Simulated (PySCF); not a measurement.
# C7H6FN: the cost of one run

Programs: PySCF 2.14.0, with routines of our own; each step states its level. All values are computed. Atoms count from 0.

## 1. The starting structure

15 atoms, charge 0, multiplicity 1; geometry from: GFN2-xTB.

## 2. Circular dichroism and optical rotation: TDDFT LC-wPBE/aug-cc-pVDZ

Job settings and geometry (Å):

```
{"job": {"kind": "ecd", "xc": "LC-wPBE", "basis": "aug-cc-pVDZ", "nstates": 12}, "charge": 0, "multiplicity": 1}
N      2.778905     0.567518    -2.353639
C      1.987744     0.310226    -1.564154
C      1.016205     0.009610    -0.594421
C      0.780861    -1.190723    -0.048138
C     -0.295801    -1.143710     0.991856
C     -0.769456     0.298259     0.955354
C     -1.356032     0.764690    -0.337616
F     -2.214311     1.818864    -0.293257
C      0.093014     1.039870    -0.047280
H      1.297951    -2.101369    -0.294884
H      0.106082    -1.410544     1.972989
H     -1.098075    -1.850131     0.765349
H     -1.106545     0.766990     1.866620
H     -1.648153     0.068647    -1.115617
H      0.423197     2.059793     0.074925
```

Level: TDDFT LC-wPBE/aug-cc-pVDZ circular dichroism and optical rotation, one conformer, gas phase.

On the command line:

```console
OMP_NUM_THREADS=1 python excited_run.py task.json out
```

The driver reads the jobs from task.json and runs them one after another.

**Question.** How long does this first job take on 1 thread of Arm Neoverse V2, shared host, and how much memory does it need?

About 2.2 min, with a peak of 1 GiB.
